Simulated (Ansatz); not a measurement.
# SbMo (element-swapped structure): how the settings move a single-point run

How sensitive is a single-point run of SbMo (element-swapped structure) to its settings? A reference run comes first, then two runs with altered input.

Program: Ansatz 0.2.0. Level of theory: reference: DFT r2SCAN, plane waves, PAW, scalar-relativistic, no spin polarisation. These are calculated values, not measurements.

2 further runs of the same task are left out: 2 for a known fault of the program.

## 1. Starting point

Symmetry: P6_3/mmc, No. 194, hexagonal system. The conventional cell has a = 3.909 Å, b = 3.909 Å, c = 13.172 Å, α = 90.00°, β = 90.00°, γ = 120.00°. Sb (site symmetry -3m) is surrounded by 6 Mo at 2.79 Å. Sb (site symmetry -6m2) is surrounded by 6 Mo at 2.79 Å. Mo (site symmetry 3m) is surrounded by 6 Sb at 2.79 Å.

Coordinates:

```cif
data_structure
_symmetry_space_group_name_H-M 'P 1'
_symmetry_Int_Tables_number 1
_cell_length_a 3.9087
_cell_length_b 3.9087
_cell_length_c 13.1718
_cell_angle_alpha 90.000
_cell_angle_beta 90.000
_cell_angle_gamma 60.000
_cell_volume 174.28
loop_
_atom_site_label
_atom_site_type_symbol
_atom_site_fract_x
_atom_site_fract_y
_atom_site_fract_z
_atom_site_occupancy
Sb1 Sb 0.00000 0.00000 0.00000 1
Sb2 Sb 0.00000 0.00000 0.50000 1
Sb3 Sb 0.33330 0.33340 0.75000 1
Sb4 Sb 0.66660 0.66670 0.25000 1
Mo1 Mo 0.33330 0.33340 0.12500 1
Mo2 Mo 0.66660 0.66670 0.62500 1
Mo3 Mo 0.33330 0.33340 0.37500 1
Mo4 Mo 0.66670 0.66670 0.87500 1
```

## 2. Baseline

File input.yaml:

```yaml
crystal:
  lattice:
    - [1.95435, 3.38503, 0.0]
    - [-1.95435, 3.38503, 0.0]
    - [0.0, 0.0, 13.171782]
  atoms:
    - { symbol: Sb, position: [0.0, 0.0, 0.0] }
    - { symbol: Sb, position: [0.0, 0.0, 0.5] }
    - { symbol: Sb, position: [0.3333, 0.3334, 0.75] }
    - { symbol: Sb, position: [0.6666, 0.6667, 0.25] }
    - { symbol: Mo, position: [0.3333, 0.3334, 0.125] }
    - { symbol: Mo, position: [0.6666, 0.6667, 0.625] }
    - { symbol: Mo, position: [0.3333, 0.3334, 0.375] }
    - { symbol: Mo, position: [0.6667, 0.6667, 0.875] }
  symmetry: { tolerance: 0.0003 }
kpoints:
  mp_grid: { grid: [5, 5, 2], shift: [0, 0, 0] }
magnetization:
  spin_polarized: false
scf:
  occupations: { method: fermi_dirac }
hamiltonian:
  pseudopotentials: { kind: paw }
  xc: r2scan
basis:
  ecutwfc: 500
output:
  forces: true
  stress: true
  eigenvalues: true
```

Launch:

```sh
ansatz run input.yaml --threads 1 --pin off --max-ram 2560MiB --backend cpu --events-out ev --progress --plain --runs-dir out
```

## 3. Changing settings: occupations.method tetrahedron_uncorrected, dispersion d4

Changes to input.yaml since step 2:

```diff
@@ -20,3 +20,3 @@
 scf:
-  occupations: { method: fermi_dirac }
+  occupations: { method: tetrahedron_uncorrected }
 hamiltonian:
@@ -24,2 +24,3 @@
   xc: r2scan
+  dispersion: d4
 basis:
```

## 4. Changing settings: mp_grid.shift [0.5, 0.5, 0.5], occupations.method tetrahedron, preconditioner resta

Changes to input.yaml since step 2:

```diff
@@ -16,3 +16,3 @@
 kpoints:
-  mp_grid: { grid: [5, 5, 2], shift: [0, 0, 0] }
+  mp_grid: { grid: [5, 5, 2], shift: [0.5, 0.5, 0.5] }
 magnetization:
@@ -20,3 +20,4 @@
 scf:
-  occupations: { method: fermi_dirac }
+  occupations: { method: tetrahedron }
+  mixing: { preconditioner: resta }
 hamiltonian:
```

**Question.** What will these runs give? Wanted: for each run, ending; energy change; pressure; gap; force.

As calculated:

| run | ending | energy change | pressure (GPa) | gap (eV) | force (eV/Å) | cycles | time |
| --- | --- | --- | --- | --- | --- | --- | --- |
| reference | converged | 0 | -6.5 | 0.00 | 0.16 | 7 | 8.1 s |
| 1: occupations.method tetrahedron_uncorrected, dispersion d4 | converged | -183.7 meV/atom (σ→0) (offset of the dispersion model) | -7.9 | 0.00 | 0.18 | 8 | 8.2 s |
| 2: mp_grid.shift [0.5, 0.5, 0.5], occupations.method tetrahedron, preconditioner resta | converged | -6.0 meV/atom (σ→0) | -6.9 | 0.00 | 0.14 | 9 | 9 s |

Residual by cycle in the longest SCF loop of each run; runs are numbered as in the table. The quantity is the density residual dr2, in eV.

| cycle | reference | run 1 | run 2 |
| --- | --- | --- | --- |
| 1 | 0.0355 | 0.0356 | 0.0412 |
| 2 | 0.0137 | 0.0134 | 0.0265 |
| 3 | 0.0017 | 0.00173 | 0.021 |
| 4 | 1.6e-4 | 1.5e-4 | 8.2e-4 |
| 5 | 2.2e-5 | 2.3e-5 | 2.1e-4 |
| 6 | 1.0e-6 | 1.6e-6 | 3.9e-5 |
| 7 | 7.8e-8 | 1.1e-7 | 4.5e-6 |
| 8 | - | 1.1e-8 | 3.4e-7 |
| 9 | - | - | 4.8e-9 |

What this shows: «mp_grid.shift [0.5, 0.5, 0.5], occupations.method tetrahedron, preconditioner resta» moves the energy by -6.0 meV/atom. The pressure spans -7.9 to -6.5 GPa over the reference and the converged variants. The reference has no spin polarisation; with Mo present, a magnetic state may lie lower.

The reference is no final answer either: its mesh is coarse for a cell with so small a gap or none; the structure is made up and not relaxed.
